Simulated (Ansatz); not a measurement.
**C7H17N: one species, many methods**

An exercise on one series of results from a longer session: the logs are not shown, and one member is left open.

The runs use Ansatz 0.2.0, Gaussian basis; functionals in def2-TZVPP, the program's frozen cores in correlated methods.

Levels to be run: LDA (SPW92), PBE-D4, revPBE-D4, BLYP-D4, r2SCAN-D4, B97M-V, PBE0-D4, B3LYP-D4, r2SCANh-D4, r2SCAN0-D4, HSE06-D4, BHLYP-D4, CAM-B3LYP-D4, LC-ωPBE, ωB97X-V, ωB97M-V, B2PLYP, PBE-QIDH; CCSD(T)/def2-SVP; CCSD(T)/def2-TZVPP; MP2/def2-QZVPP; extrapolation to the limit; RPA on PBE.

### Structure used throughout

An earlier PBE0-D4 in a triple-zeta def2 set relaxation fixed the geometry.

SMILES `CCCCNC(C)C`, 25 atoms, charge 0, spin multiplicity 1.

Atoms are counted from 1 here; the program's logs count them from 0.

Bond lengths: C1–C2 1.521 Å, C1–H9 1.093 Å, C1–H10 1.095 Å, C1–H11 1.090 Å, C2–C3 1.527 Å, C2–H12 1.096 Å, C2–H13 1.097 Å, C3–C4 1.521 Å, C3–H14 1.095 Å, C3–H15 1.098 Å, C4–N5 1.447 Å, C4–H16 1.103 Å, C4–H17 1.097 Å, N5–C6 1.454 Å, N5–H18 1.015 Å, C6–C7 1.527 Å, C6–C8 1.518 Å, C6–H19 1.098 Å and more. Angles: C2–C1–H9 111.0°, C2–C1–H10 110.7°, C2–C1–H11 111.0°, H9–C1–H10 107.4°, H9–C1–H11 108.7°, H10–C1–H11 107.9°, C1–C2–C3 115.1°, C1–C2–H12 108.8°, C1–C2–H13 109.6°, C3–C2–H12 108.3°, C3–C2–H13 108.8°, H12–C2–H13 105.9°, C2–C3–C4 116.0°, C2–C3–H14 108.9°, C2–C3–H15 109.5°, C4–C3–H14 106.9°, C4–C3–H15 109.3°, H14–C3–H15 105.6° and more.

The first run:

in.yaml reads:

```yaml
crystal:
  periodic: [false, false, false]
  atoms:
    - {symbol: C, position_ang: [0.786701, 2.619512, 0.890131]}
    - {symbol: C, position_ang: [1.993133, 1.753539, 0.562287]}
    - {symbol: C, position_ang: [1.832031, 0.853387, -0.660198]}
    - {symbol: C, position_ang: [1.049814, -0.432536, -0.443176]}
    - {symbol: N, position_ang: [-0.343352, -0.195237, -0.130555]}
    - {symbol: C, position_ang: [-1.134611, -1.375501, 0.177344]}
    - {symbol: C, position_ang: [-1.246604, -2.383113, -0.964306]}
    - {symbol: C, position_ang: [-2.510085, -0.932106, 0.642602]}
    - {symbol: H, position_ang: [0.989706, 3.265607, 1.748247]}
    - {symbol: H, position_ang: [0.533943, 3.267116, 0.044430]}
    - {symbol: H, position_ang: [-0.085313, 2.005002, 1.113912]}
    - {symbol: H, position_ang: [2.859682, 2.403585, 0.398855]}
    - {symbol: H, position_ang: [2.244831, 1.130236, 1.428696]}
    - {symbol: H, position_ang: [2.824561, 0.564949, -1.022332]}
    - {symbol: H, position_ang: [1.372297, 1.423809, -1.478617]}
    - {symbol: H, position_ang: [1.192057, -1.074283, -1.329319]}
    - {symbol: H, position_ang: [1.488738, -0.978130, 0.401811]}
    - {symbol: H, position_ang: [-0.783306, 0.323442, -0.883963]}
    - {symbol: H, position_ang: [-0.629824, -1.868608, 1.018528]}
    - {symbol: H, position_ang: [-1.826206, -3.257856, -0.658229]}
    - {symbol: H, position_ang: [-0.267655, -2.735120, -1.295388]}
    - {symbol: H, position_ang: [-1.752939, -1.930847, -1.823677]}
    - {symbol: H, position_ang: [-2.427500, -0.243991, 1.485383]}
    - {symbol: H, position_ang: [-3.039728, -0.416193, -0.165518]}
    - {symbol: H, position_ang: [-3.120381, -1.786657, 0.943042]}
basis:
  gaussian: {orbitals: def2-TZVPP}
hamiltonian: {xc: lda}
output: {orbitals: {seedname: orbitals}}
```

Run with:

```sh
ansatz run in.yaml --threads 4 --pin off --events-out ev --progress --plain --max-ram 66560MiB --backend cuda --devices 0, --max-vram 37GiB
```

Among the steps run: LDA; PBE-D4 (GGA); revPBE-D4 (GGA); BLYP-D4 (GGA); r2SCAN-D4 (meta-GGA); B97M-V (meta-GGA); PBE0-D4 (hybrid); B3LYP-D4 (hybrid); r2SCANh-D4 (hybrid); r2SCAN0-D4 (hybrid); HSE06-D4 (hybrid); BHLYP-D4 (hybrid); CAM-B3LYP-D4 (range-separated); LC-ωPBE (range-separated); ωB97X-V (range-separated); ωB97M-V (range-separated); B2PLYP (double hybrid); PBE-QIDH (double hybrid).

One of the session's tables, all rows but one given; the rest of the session is left out.

It belongs to the step «Frontier levels by functional». 

| functional | HOMO (eV) | LUMO (eV) | gap (eV) |
| --- | --- | --- | --- |
| LDA (SPW92) | -4.97 | 0.11 | 5.07 |
| PBE-D4 | -4.84 | 0.31 | 5.15 |
| revPBE-D4 | -4.78 | 0.42 | 5.20 |
| BLYP-D4 | -4.74 | 0.32 | 5.06 |
| r2SCAN-D4 | -5.09 | 1.00 | 6.10 |
| B97M-V | -5.31 | 0.43 | 5.74 |
| PBE0-D4 | -6.22 | 1.11 | 7.34 |
| B3LYP-D4 | -6.01 | 0.79 | 6.80 |
| r2SCANh-D4 | -5.62 | 1.24 | 6.85 |
| r2SCAN0-D4 | -6.41 | 1.57 | 7.97 |
| HSE06-D4 | ? | ? | ? |
| BHLYP-D4 | -7.58 | 1.72 | 9.30 |
| CAM-B3LYP-D4 | -7.64 | 1.88 | 9.51 |
| LC-ωPBE | -8.95 | 3.17 | 12.13 |
| ωB97X-V | -8.65 | 2.94 | 11.59 |
| ωB97M-V | -8.59 | 2.53 | 11.12 |

**Question.** Estimate the row for HSE06-D4.

**Answer.** HOMO (eV): -5.82; LUMO (eV): 0.74; gap (eV): 6.56. In the column «HOMO (eV)» it lies between B3LYP-D4 (-6.01) and r2SCANh-D4 (-5.62).
